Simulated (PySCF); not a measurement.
# From one method to the next for P⁺ (triplet)

Aim: see what other levels and later steps give for P⁺ (triplet).

Computed with PySCF 2.14.0. Level: method and basis as typed in the scripts.

4 further runs of the same task are left out: 4 that didn't finish.

### Step 1. The atom

P⁺ (triplet): 1 atom, charge 1, spin multiplicity 3.

### Step 2. The base run

The input, input.py:

```python
from pyscf import gto, scf, cc

mol = gto.M(
    atom='P 0 0 0',
    basis='sto-3g',
    charge=1,
    spin=2,
    verbose=4,
)
mf = scf.ROHF(mol)
mf.kernel()
mycc = cc.CCSD(mf, frozen=5)
mycc.kernel()
e = mycc.eaccsd(nroots=6)[0]
print('roots (eV) =', (e*27.211386).round(3))
mf.dip_moment()
print('orbital energies (hartree):', mf.mo_energy[..., max(0, mol.nelec[1]-3):mol.nelec[0]+3].round(4))
```

Command:

```sh
$ OMP_NUM_THREADS=1 python input.py
```

### Step 3. Stability test (UHF)

Edit 1 changes step after the SCF: eomea → stability; SCF type: ROHF → UHF.

The input, input.py:

```python
from pyscf import gto, scf

mol = gto.M(
    atom='P 0 0 0',
    basis='sto-3g',
    charge=1,
    spin=2,
    verbose=4,
)
mf = scf.UHF(mol)
mf.kernel()
mf.stability(internal=True, external=True)
mf.dip_moment()
print('orbital energies (hartree):', [e[max(0, n-3):n+3].round(4) for e, n in zip(mf.mo_energy, mol.nelec)])
```

### Step 4. CCSD(T)

Edit 2 changes step after the SCF: eomea → ccsd(t).

Changes to input.py since step 2:

```diff
@@ -13,4 +13,3 @@
 mycc.kernel()
-e = mycc.eaccsd(nroots=6)[0]
-print('roots (eV) =', (e*27.211386).round(3))
+mycc.ccsd_t()
 mf.dip_moment()
```

### Step 5. Hse06 (ROKS)

Edit 3 changes functional: none (Hartree–Fock) → hse06; SCF type: ROHF → ROKS; step after the SCF: eomea → analyze.

The input, input.py:

```python
from pyscf import gto, dft

mol = gto.M(
    atom='P 0 0 0',
    basis='sto-3g',
    charge=1,
    spin=2,
    verbose=4,
)
mf = dft.ROKS(mol, xc='hse06')
mf.kernel()
mf.analyze()
print('orbital energies (hartree):', mf.mo_energy[..., max(0, mol.nelec[1]-3):mol.nelec[0]+3].round(4))
```

### Step 6. Population analysis

Edit 4 changes step after the SCF: eomea → analyze.

The input, input.py:

```python
from pyscf import gto, scf

mol = gto.M(
    atom='P 0 0 0',
    basis='sto-3g',
    charge=1,
    spin=2,
    verbose=4,
)
mf = scf.ROHF(mol)
mf.kernel()
mf.analyze()
print('orbital energies (hartree):', mf.mo_energy[..., max(0, mol.nelec[1]-3):mol.nelec[0]+3].round(4))
```

Q: Predict the outcome of this session. Wanted: for each run, E(SCF); from base; gap, α spin; after the SCF.

The runs gave:

```csv
run,E(SCF) (hartree),from base (eV),cycles,"gap, α spin (eV)",after the SCF
base,-336.624522,0,4,n/a,"CCSD correlation -0.385 eV, core frozen, first root -6.25 eV"
stability test (UHF),-336.624527,-0.0001,4,11.67,stable
CCSD(T),-336.624522,0.0000,4,n/a,"CCSD(T) correlation -0.385 eV, core frozen"
hse06 (ROKS),-336.985542,not comparable,4,n/a,n/a
population analysis,-336.624522,0.0000,4,n/a,n/a
```

**Reading.** A lower total energy from another functional means nothing by itself.
